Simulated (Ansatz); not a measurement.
# AgLaS2: the cell at several levels of theory

The task here is to estimate one member of a computed series from the others.

Program: Ansatz 0.2.0. PAW datasets, plane waves, zero pressure. All values are calculated for a non-magnetic cell, which may be hypothetical.

### The structure to begin with

It is tetragonal, P4/mmm (No. 123); conventional cell a = 4.107 Å, c = 5.808 Å, 24.49 Å³ an atom. Ag has 6 S at 2.90 Å; S has 4 La at 2.90 Å and 2 Ag at 2.90 Å; La has 6 S at 2.90 Å; S has 4 Ag at 2.90 Å and 2 La at 2.90 Å.

As a file:

```xyz
4
Lattice="4.1071 0.0000 0.0000 0.0000 4.1071 0.0000 0.0000 0.0000 5.8083" Properties=species:S:1:pos:R:3 pbc="T T T"
Ag    0.0000    0.0000    0.0000
S     0.0000    0.0000    2.9041
La    2.0535    2.0535    2.9041
S     2.0535    2.0535    0.0000
```

Set-up of the first run:

Input file input.yaml:

```yaml
crystal:
  lattice:
    - [4.1070748821, 0.0, 0.0]
    - [0.0, 4.1070748821, 0.0]
    - [0.0, 0.0, 5.808281]
  atoms:
    - { symbol: Ag, position: [0.0, 0.0, 0.0] }
    - { symbol: S, position: [0.0, 0.0, 0.5] }
    - { symbol: La, position: [0.5, 0.5, 0.5] }
    - { symbol: S, position: [0.5, 0.5, 0.0] }
kpoints:
  mp_grid: { grid: [6, 6, 4] }
hamiltonian:
  xc: pbe
scf:
  occupations: { method: fermi_dirac, width: 0.02 }
relax:
  f_tol: 0.005
  cell: {}
```

On the command line:

```
$ ansatz run input.yaml --threads 2 --pin off --max-ram 2211MiB --backend cpu --events-out ev --progress --plain --runs-dir out
```

Among the steps run: PBE: cell and atoms; r2SCAN: cell and atoms; PBEsol: cell and atoms; Relaxing with LDA; HSE06: cell and atoms.

One table of the session follows, with a row left open; its other results are not shown here.

| level | a (Å) | c (Å) | volume (Å³/atom) |
| --- | --- | --- | --- |
| PBE | 4.131 | 5.614 | 23.950 |
| r2SCAN | 4.130 | 5.605 | 23.901 |
| PBEsol | ? | ? | ? |
| LDA | 4.014 | 5.497 | 22.147 |
| HSE06 | 4.143 | 5.595 | 24.010 |

Estimate the missing values for PBEsol.

As computed: a (Å): 4.056; c (Å): 5.538; volume (Å³/atom): 22.780. In the column «a (Å)» it lies between LDA (4.014) and r2SCAN (4.130).

In words: The first relaxation changed the volume by -2.2 % from the start. The volume runs from LDA (least) to HSE06 (most), a spread of 8.4 %, or 2.7 % in length if all axes shared it alike. LDA's volume lies 7.5 % below PBE's. The meshes differ: PBE 6×6×4, r2SCAN 6×6×4, PBEsol 6×6×4, LDA 6×6×4, HSE06 4×4×4.
